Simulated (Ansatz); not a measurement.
# AlF2H3OSi: the cost of one run

Method: RKS PBE0/def2-SVP, in Ansatz 0.2.0.

## (1) The system as given

Bond lengths: Al1–F2 1.690 Å, Al1–O3 1.780 Å, O3–Si4 1.680 Å, Si4–H5 1.460 Å, Si4–H6 1.460 Å, Si4–H7 1.460 Å, Al1–F8 1.690 Å. Angles: F2–Al1–O3 120.0°, F2–Al1–F8 120.0°, O3–Al1–F8 120.0°, Al1–O3–Si4 125.0°, O3–Si4–H5 109.5°, O3–Si4–H6 109.5°, O3–Si4–H7 109.5°, H5–Si4–H6 109.4°, H5–Si4–H7 109.4°, H6–Si4–H7 109.4°.

Coordinates:

```xyz
8

Al    0.0000    0.0000    0.0000
F     0.0000    0.0000    1.6900
O     1.5415    0.0000   -0.8900
Si    2.3874   -1.3760   -1.3520
H     1.4599   -2.3514   -1.9176
H     3.3882   -1.0195   -2.3535
H     3.0504   -1.9546   -0.1870
F    -1.4635    0.0000   -0.8450
```

## (2) Preparing the start

input.yaml

```yaml
crystal:
  periodic: [false, false, false]
  atoms:
    - { symbol: Al, position_ang: [0.0, 0.0, 0.0] }
    - { symbol: F, position_ang: [0.0, 0.0, 1.69] }
    - { symbol: O, position_ang: [1.5415, 0.0, -0.89] }
    - { symbol: Si, position_ang: [2.3874, -1.376, -1.352] }
    - { symbol: H, position_ang: [1.4599, -2.3514, -1.9176] }
    - { symbol: H, position_ang: [3.3882, -1.0195, -2.3535] }
    - { symbol: H, position_ang: [3.0504, -1.9546, -0.187] }
    - { symbol: F, position_ang: [-1.4635, 0.0, -0.845] }
basis:
  gaussian: { orbitals: def2-SVP }
hamiltonian:
  xc: pbe0
relax:
  f_tol: 0.02
  max_steps: 40
output:
  orbitals: {}
```

The run is started by

```bash
$ ansatz run input.yaml --threads 2 --pin off --max-ram 3072MiB --backend cpu --events-out ev --progress --plain --runs-dir out
```

What time and memory should one allow on 2 threads of Arm Neoverse V2, shared host?

About 21 s, with a peak of 0.16 GiB.
